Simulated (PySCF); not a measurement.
# C2H3BF2 (vinyldifluoroborane) at NEVPT2(10,10)/6-31G(d) (spherical functions)

What is the vertical singlet–triplet gap of C2H3BF2 (vinyldifluoroborane) at NEVPT2(10,10)/6-31G* (spherical functions)? The job is set up through a Python script.

Program for the calculation: PySCF 2.14.0.

2 further runs of the same task are left out: 1 that didn't finish, 1 set aside as unsound or not needed.

**1. The system as given**

The species is C2H3BF2 (8 atoms), meant as a singlet with charge 0. As SMILES, `C=CB(F)F`. The coordinates come from a PBE0-D4/def2-TZVP relaxation.

Bond lengths: C1–C2 1.332 Å, C2–B3 1.543 Å, B3–F4 1.322 Å, B3–F5 1.323 Å, C1–H6 1.086 Å, C1–H7 1.086 Å, C2–H8 1.087 Å. Angles: C1–C2–B3 121.6°, C2–B3–F4 121.7°, C2–B3–F5 121.8°, F4–B3–F5 116.5°, C1–C2–H8 119.2°, B3–C2–H8 119.2°, C2–C1–H6 122.4°, C2–C1–H7 121.1°, H6–C1–H7 116.5°.

**2. A single-point energy at NEVPT2(10,10)/6-31G(d) (spherical functions)**

calc.py

```python
import numpy
from pyscf import gto, scf, mp, mcscf, mrpt

molecule = gto.M(
    atom='''
C   -0.090200   0.508200   1.143200
C   -0.498400  -0.201000   0.091700
B    0.393400  -0.387700  -1.153700
F   -0.010600  -1.091300  -2.197900
F    1.601400   0.147200  -1.232700
H   -0.707600   0.647200   2.025200
H    0.887900   0.979500   1.156900
H   -1.483600  -0.659200   0.111300
''',
    basis='6-31g*',
    max_memory=1860,
    verbose=4,
    charge=0,
)

mf = molecule.RHF()
mf.conv_tol = 1e-10
mf.kernel()
if not mf.converged:
    mf = mf.newton().run(mf.mo_coeff, mf.mo_occ)

pt = mp.MP2(scf.addons.convert_to_uhf(mf)).run()
noons, natorbs = mcscf.addons.make_natural_orbitals(pt)
print('natural occupations', numpy.round(noons[:40], 4))
cas = mcscf.CASSCF(mf, 10, 10)
cas.fix_spin_(ss=0.0)
cas.natorb = True
cas.kernel(natorbs)
e_pt2 = mrpt.NEVPT(cas).kernel()
energy = cas.e_tot + e_pt2
print(f'total energy: {energy:.8f} hartree')
```

The run is started by

```console
$ OMP_NUM_THREADS=1 python calc.py
```

Standard output:

```text
PySCF version 2.14.0

[INPUT] num. atoms = 8
[INPUT] num. electrons = 38
[INPUT] charge = 0
[INPUT] spin (= nelec alpha-beta = 2S) = 0
[INPUT] symmetry False subgroup None
[INPUT] Mole.unit = angstrom
[INPUT] Symbol           X                Y                Z      unit          X                Y                Z       unit  Magmom
[INPUT]  1 C     -0.090200000000   0.508200000000   1.143200000000 AA   -0.170453296436   0.960358816504   2.160334905603 Bohr   0.0
[INPUT]  2 C     -0.498400000000  -0.201000000000   0.091700000000 AA   -0.941839500483  -0.379834951038   0.173287885623 Bohr   0.0
[INPUT]  3 B      0.393400000000  -0.387700000000  -1.153700000000 AA    0.743418257404  -0.732646818494  -2.180177029911 Bohr   0.0
[INPUT]  4 F     -0.010600000000  -1.091300000000  -2.197900000000 AA   -0.020031096920  -2.062258119738  -4.153429049182 Bohr   0.0
[INPUT]  5 F      1.601400000000   0.147200000000  -1.232700000000 AA    3.026207415878   0.278167685536  -2.329465393751 Bohr   0.0
[INPUT]  6 H     -0.707600000000   0.647200000000   2.025200000000 AA   -1.337170205742   1.223030747819   3.827073347469 Bohr   0.0
[INPUT]  7 H      0.887900000000   0.979500000000   1.156900000000 AA    1.677887826001   1.850986739011   2.186224153509 Bohr   0.0
[INPUT]  8 H     -1.483600000000  -0.659200000000   0.111300000000 AA   -2.803597678405  -1.245707461313   0.210326517664 Bohr   0.0

nuclear repulsion = 151.342949620119
number of shells = 36
number of NR pGTOs = 147
number of NR cGTOs = 76
basis = 6-31g*
ecp = {}

******** <class 'pyscf.scf.hf.RHF'> ********
method = RHF
initial guess = minao
damping factor = 0
level_shift factor = 0
DIIS = <class 'pyscf.scf.diis.CDIIS'>
diis_start_cycle = 1
diis_space = 8
diis_damp = 0
SCF conv_tol = 1e-10
SCF conv_tol_grad = None
SCF max_cycles = 50
direct_scf = True
direct_scf_tol = 1e-13
Set gradient conv threshold to 1e-05
[... 26 lines left out ...]
converged SCF energy = -301.158170865363
[... 34 lines left out ...]
sorting_mo_energy = False
[... 58 lines left out ...]
1-step CASSCF converged in  22 macro (387 JK  81 micro) steps
[... 3 lines left out ...]
Natural orbital (expansion on meta-Lowdin AOs) in CAS space
[... 32 lines left out ...]
CASSCF energy = -301.304265412803
[... 2 lines left out ...]
******** <class 'pyscf.mrpt.nevpt2.NEVPT'> ********
NEVPT2 (5e+5e, 10o), ncore = 14, nvir = 52
root = 0
Natural occ [1.98423267 1.98376486 1.98142971 1.98124357 1.92706278 0.07295153
 0.01909641 0.01830932 0.01638231 0.01552686]
Natural orbital (expansion on meta-Lowdin AOs) in CAS space
               #1        #2        #3        #4        #5
0 C 1s          -0.00044   0.00101  -0.00000   0.00012   0.00000
0 C 2s           0.07547  -0.33405  -0.00001   0.01060  -0.00000
0 C 3s          -0.00937   0.03375  -0.00000   0.00058  -0.00000
[... 72 lines of this table left out ...]
7 H 2s          -0.00101   0.00562   0.00001  -0.00661  -0.00000
               #6        #7        #8        #9        #10
0 C 1s          -0.00000   0.00013   0.00000   0.00077   0.00031
0 C 2s           0.00000  -0.08891   0.00000  -0.46322  -0.13079
0 C 3s          -0.00000  -0.00649   0.00000  -0.00307   0.00572
[... 72 lines of this table left out ...]
7 H 2s          -0.00000   0.01994  -0.00001   0.01722   0.00833
<CAS-nat-orb|mo-hf>  15     12       0.43725281
<CAS-nat-orb|mo-hf>  15     16       0.65562465
<CAS-nat-orb|mo-hf>  16     8       -0.57003902
<CAS-nat-orb|mo-hf>  16     17      -0.63076377
<CAS-nat-orb|mo-hf>  17     13      -0.69195167
<CAS-nat-orb|mo-hf>  17     15       0.72147043
<CAS-nat-orb|mo-hf>  18     10       0.51322140
<CAS-nat-orb|mo-hf>  18     11       0.57371962
<CAS-nat-orb|mo-hf>  19     19       0.99854755
<CAS-nat-orb|mo-hf>  20     20      -0.83555036
<CAS-nat-orb|mo-hf>  20     22      -0.43239106
<CAS-nat-orb|mo-hf>  21     33      -0.43063728
<CAS-nat-orb|mo-hf>  21     34      -0.41711361
<CAS-nat-orb|mo-hf>  22     22       0.55797261
<CAS-nat-orb|mo-hf>  22     45      -0.46060647
<CAS-nat-orb|mo-hf>  22     50       0.45580499
<CAS-nat-orb|mo-hf>  23     36      -0.49857973
<CAS-nat-orb|mo-hf>  24     27       0.42929562
<CAS-nat-orb|mo-hf>  24     49      -0.43770562
<CAS-nat-orb|mo-hf>  24     53      -0.44965095
Sr    (-1)',   E = -0.00759593274537
Si    (+1)',   E = -0.00188998701955
Sijrs (0)  ,   E = -0.26362072519801
Sijr  (+1) ,   E = -0.02207299844272
Srsi  (-1) ,   E = -0.06828353074867
Srs   (-2) ,   E = -0.05967439877830
Sij   (+2) ,   E = -0.00280676381673
Sir   (0)' ,   E = -0.06884335389870
Nevpt2 Energy = -0.494787690648058
total energy: -301.79905310 hartree
```

Run time: 83 s. Hardware: 1 thread of Arm Neoverse V2, shared host; peak memory 0.24 GiB.

**3. The triplet at the same level**

calc.py

```python
import numpy
from pyscf import gto, scf, mp, mcscf, mrpt

mol = gto.M(
    atom=[
    ('C', (-0.090200, 0.508200, 1.143200)),
    ('C', (-0.498400, -0.201000, 0.091700)),
    ('B', (0.393400, -0.387700, -1.153700)),
    ('F', (-0.010600, -1.091300, -2.197900)),
    ('F', (1.601400, 0.147200, -1.232700)),
    ('H', (-0.707600, 0.647200, 2.025200)),
    ('H', (0.887900, 0.979500, 1.156900)),
    ('H', (-1.483600, -0.659200, 0.111300)),
],
    verbose=3,
    spin=2,
    charge=0,
    max_memory=1860,
    basis='6-31g*',
)

myscf = mol.ROHF()
myscf.conv_tol = 1e-10
myscf.kernel()
if not myscf.converged:
    myscf = myscf.newton().run(myscf.mo_coeff, myscf.mo_occ)

pt = mp.MP2(scf.addons.convert_to_uhf(myscf)).run()
noons, natorbs = mcscf.addons.make_natural_orbitals(pt)
print('natural occupations', numpy.round(noons[:40], 4))
cas = mcscf.CASSCF(myscf, 10, 10)
cas.fix_spin_(ss=2.0)
cas.natorb = True
cas.kernel(natorbs)
e_pt2 = mrpt.NEVPT(cas).kernel()
e_final = cas.e_tot + e_pt2
print('E(%s) = %.9f' % ('NEVPT2', e_final))
```

The run is started by

```console
$ OMP_NUM_THREADS=1 python calc.py
```

Standard output:

```text
converged SCF energy = -301.037046894845
E(UMP2) = -301.662398622821  E_corr = -0.625351727976399
E(SCS-UMP2) = -301.642571169032  E_corr = -0.605524274187615
natural occupations [1.9999 1.9999 1.9998 1.9998 1.9997 1.9907 1.9902 1.9842 1.9799 1.9771
 1.9756 1.9743 1.974  1.9738 1.9717 1.9709 1.97   1.9662 0.9939 0.9894
 0.0275 0.026  0.0234 0.0216 0.0158 0.0143 0.0142 0.014  0.0132 0.0126
 0.0111 0.0088 0.0084 0.0072 0.0072 0.0067 0.0058 0.0051 0.0048 0.0047]
CASSCF energy = -301.144109941609
CASCI E = -301.144109941609  E(CI) = -26.5465616594376  S^2 = 2.0000000
Sr    (-1)',   E = -0.01647600023840
Si    (+1)',   E = -0.00125831668068
Sijrs (0)  ,   E = -0.27384553764047
Sijr  (+1) ,   E = -0.02228744003320
Srsi  (-1) ,   E = -0.07158679797614
Srs   (-2) ,   E = -0.05317732863760
Sij   (+2) ,   E = -0.00187375179636
Sir   (0)' ,   E = -0.05914117949240
Nevpt2 Energy = -0.499646352495243
E(NEVPT2) = -301.643756294
```

Wall time 84 s (1 thread of Arm Neoverse V2, shared host); peak memory 0.24 GiB.

**4. Outcome**

Level: NEVPT2(10,10)/6-31G* (spherical functions).

| quantity | value |
| --- | --- |
| singlet: total energy | -301.79905 Eh |
| singlet: dipole moment (Hartree–Fock density) | 2.19 D |
| singlet: HOMO energy (Hartree–Fock orbitals) | -10.84 eV |
| singlet: LUMO energy (Hartree–Fock orbitals) | 2.87 eV |
| singlet: HOMO–LUMO gap (Hartree–Fock orbitals) | 13.71 eV |
| triplet: total energy | -301.64376 Eh |
| triplet: dipole moment (Hartree–Fock density) | 2.31 D |
| vertical energy of the triplet above the singlet | 4.226 eV |

At this shape the triplet lies 4.23 eV (408 kJ/mol) above the singlet. Mulliken charges (singlet) of the mean-field density run from -0.43 on C2 to +0.95 on B3. Mulliken charges (triplet) of the mean-field density run from -0.41 on C1 to +0.92 on B3; they depend strongly on the basis.
